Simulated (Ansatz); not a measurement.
# C6H15FHfO3: up Jacob's ladder to CCSD(T)

An exercise on one series of results from a longer session: the logs are not shown, and one member is left open.

The runs use Ansatz 0.2.0, Gaussian basis; functionals in def2-TZVPP, the program's frozen cores in correlated methods.

Levels to be run: LDA (SPW92), PBE-D4, revPBE-D4, BLYP-D4, r2SCAN-D4, B97M-V, PBE0-D4, B3LYP-D4, r2SCANh-D4, r2SCAN0-D4, HSE06-D4, BHLYP-D4, CAM-B3LYP-D4, LC-ωPBE, ωB97X-V, ωB97M-V, B2PLYP, PBE-QIDH; CCSD(T)/def2-SVP; CCSD(T)/def2-TZVPP; MP2/def2-QZVPP; extrapolation to the limit; RPA on PBE.

### Structure used throughout

The geometry comes from an earlier relaxation with PBE0-D4 in a triple-zeta def2 set; it is a stationary point, not always the lowest conformer. Hf takes the def2 core potential; no spin-orbit term is included.

SMILES `CC[O][Hf]([F])([O]CC)[O]CC`, 26 atoms, charge 0, spin multiplicity 1.

Atoms are counted from 1 here; the program's logs count them from 0.

Bond lengths: C1–C2 1.513 Å, C1–H12 1.092 Å, C1–H13 1.092 Å, C1–H14 1.093 Å, C2–O3 1.392 Å, C2–H15 1.098 Å, C2–H16 1.097 Å, O3–Hf4 1.918 Å, Hf4–F5 1.932 Å, Hf4–O6 1.920 Å, Hf4–O9 1.919 Å, O6–C7 1.392 Å, C7–C8 1.513 Å, C7–H17 1.097 Å, C7–H18 1.098 Å, C8–H19 1.092 Å, C8–H20 1.093 Å, C8–H21 1.093 Å and more. Angles: C2–C1–H12 110.6°, C2–C1–H13 110.7°, C2–C1–H14 110.5°, H12–C1–H13 108.3°, H12–C1–H14 108.3°, H13–C1–H14 108.3°, C1–C2–O3 111.6°, C1–C2–H15 110.0°, C1–C2–H16 110.0°, O3–C2–H15 109.1°, O3–C2–H16 108.9°, H15–C2–H16 107.0°, C2–O3–Hf4 172.3°, O3–Hf4–F5 108.9°, O3–Hf4–O6 109.6°, O3–Hf4–O9 109.9°, F5–Hf4–O6 109.2°, F5–Hf4–O9 109.1° and more.

Set-up of the first run:

in.yaml

```yaml
crystal:
  periodic: [false, false, false]
  atoms:
    - {symbol: C, position_ang: [1.024843, 2.212010, 1.906463]}
    - {symbol: C, position_ang: [0.090397, 2.591813, 0.778803]}
    - {symbol: O, position_ang: [-0.688180, 1.512140, 0.371422]}
    - {symbol: Hf, position_ang: [-1.557063, -0.121174, -0.133208]}
    - {symbol: F, position_ang: [-3.463570, 0.083678, 0.104085]}
    - {symbol: O, position_ang: [-1.187561, -0.505081, -1.977742]}
    - {symbol: C, position_ang: [-0.721759, -0.651724, -3.281150]}
    - {symbol: C, position_ang: [0.337796, 0.376133, -3.614202]}
    - {symbol: O, position_ang: [-0.935901, -1.559688, 0.975013]}
    - {symbol: C, position_ang: [-0.314331, -2.531445, 1.753936]}
    - {symbol: C, position_ang: [0.908349, -1.984441, 2.457739]}
    - {symbol: H, position_ang: [0.459156, 1.860402, 2.772299]}
    - {symbol: H, position_ang: [1.703435, 1.414894, 1.593941]}
    - {symbol: H, position_ang: [1.623877, 3.073073, 2.213671]}
    - {symbol: H, position_ang: [0.667186, 2.962556, -0.078299]}
    - {symbol: H, position_ang: [-0.571050, 3.406793, 1.097991]}
    - {symbol: H, position_ang: [-1.567219, -0.556847, -3.973924]}
    - {symbol: H, position_ang: [-0.315904, -1.663718, -3.406372]}
    - {symbol: H, position_ang: [-0.061314, 1.387506, -3.508115]}
    - {symbol: H, position_ang: [0.685616, 0.249343, -4.642634]}
    - {symbol: H, position_ang: [1.196829, 0.274416, -2.946539]}
    - {symbol: H, position_ang: [-0.032483, -3.378751, 1.115855]}
    - {symbol: H, position_ang: [-1.033252, -2.909835, 2.491300]}
    - {symbol: H, position_ang: [0.636949, -1.150195, 3.108490]}
    - {symbol: H, position_ang: [1.643661, -1.628097, 1.732256]}
    - {symbol: H, position_ang: [1.377392, -2.759762, 3.068918]}
basis:
  gaussian: {orbitals: def2-TZVPP}
hamiltonian: {xc: lda}
output: {orbitals: {seedname: orbitals}}
```

Command:

```console
$ ansatz run in.yaml --threads 11 --pin off --events-out ev --progress --plain --max-ram 174080MiB --backend cuda --devices 0, --max-vram 75GiB
```

Among the steps run: LDA; PBE-D4 (GGA); revPBE-D4 (GGA); BLYP-D4 (GGA); r2SCAN-D4 (meta-GGA); B97M-V (meta-GGA); B3LYP-D4 (hybrid); r2SCANh-D4 (hybrid); r2SCAN0-D4 (hybrid); HSE06-D4 (hybrid); BHLYP-D4 (hybrid); CAM-B3LYP-D4 (range-separated); LC-ωPBE (range-separated); ωB97X-V (range-separated); ωB97M-V (range-separated); B2PLYP (double hybrid); PBE-QIDH (double hybrid).

One table of the session follows, with a row left open; its other results are not shown here.

It belongs to the step «Orbital energies across the functionals». 

| functional | HOMO (eV) | gap (eV) |
| --- | --- | --- |
| LDA (SPW92) | -6.43 | 5.63 |
| PBE-D4 | -6.27 | 5.70 |
| revPBE-D4 | -6.20 | 5.77 |
| BLYP-D4 | -6.18 | 5.66 |
| r2SCAN-D4 | ? | ? |
| B97M-V | -6.72 | 6.15 |
| PBE0-D4 | -7.78 | 7.93 |
| B3LYP-D4 | -7.55 | 7.42 |
| r2SCANh-D4 | -7.15 | 7.29 |
| r2SCAN0-D4 | -8.01 | 8.45 |
| HSE06-D4 | -7.37 | 7.17 |
| BHLYP-D4 | -9.25 | 9.94 |
| CAM-B3LYP-D4 | -9.20 | 10.04 |
| LC-ωPBE | -10.50 | 12.52 |
| ωB97X-V | -10.19 | 11.95 |
| ωB97M-V | -10.13 | 11.43 |

Estimate the missing values for r2SCAN-D4.

Worked estimate for «HOMO (eV)». Against the share of exact exchange, r2SCANh-D4 (0.1, -7.15), r2SCAN0-D4 (0.25, -8.01) give a slope of -5.73 per unit share; at 0 the line stands at -6.58.

**Answer.** HOMO (eV): -6.59; gap (eV): 6.52. In «HOMO (eV)» the line misses by +0.01.
